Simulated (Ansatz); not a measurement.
# TaN: the cost of one run

Computed with Ansatz 0.2.0 (DFT PBEsol, scalar-relativistic, plane waves, PAW).

3 further runs of the same task are left out: 1 that didn't finish, 2 set aside as unsound or not needed.

**1. The starting structure**

It takes space group P-6m2 (No. 187, hexagonal). Conventional cell: a = 2.950 Å, b = 2.950 Å, c = 2.898 Å, α = 90.00°, β = 90.00°, γ = 120.00°. Ta (site symmetry -6m2) has 6 N at 2.24 Å as nearest neighbours. N (site symmetry -6m2) has 6 Ta at 2.24 Å as nearest neighbours.

Structure file:

```xyz
2
Lattice="2.9502 0.0000 0.0000 -1.4751 2.5549 0.0000 0.0000 0.0000 2.8978" Properties=species:S:1:pos:R:3 pbc="T T T"
Ta    0.0000    1.7033    1.4489
N     0.0000    0.0000    0.0000
```

This cell was relaxed beforehand with the same method: volume 10.92 Å³/atom, gap on the mesh none (metal).

**2. The cell under PBEsol**

Contents of input.yaml:

```yaml
crystal:
  lattice:
    - [2.9501846799, 0.0, 0.0]
    - [-1.4750923399, 2.5549348786, 0.0]
    - [0.0, 0.0, 2.8977716016]
  atoms:
    - { symbol: Ta, position: [0.3333333333, 0.6666666667, 0.5] }
    - { symbol: "N", position: [0.0, 0.0, 0.0] }
basis:
  ecutwfc: 420
kpoints:
  mp_grid: { grid: [18, 18, 14] }
hamiltonian:
  xc: pbesol
scf:
  occupations: { method: gaussian, width: 0.1 }
output:
  forces: true
  stress: true
  eigenvalues: true
relax:
  adjacent_minimum: "off"
  f_tol: 0.005
  max_steps: 50
  cell: { stress_tol: 0.05 }
```

The run is started by

```sh
ansatz run input.yaml --threads 1 --pin off --max-ram 2560MiB --backend cpu --events-out ev --progress --plain --runs-dir out
```

**Question.** How long does this run take on 1 thread of Arm Neoverse V2, shared host, and how much memory does it need?

About 60 s, with a peak of 0.4 GiB.
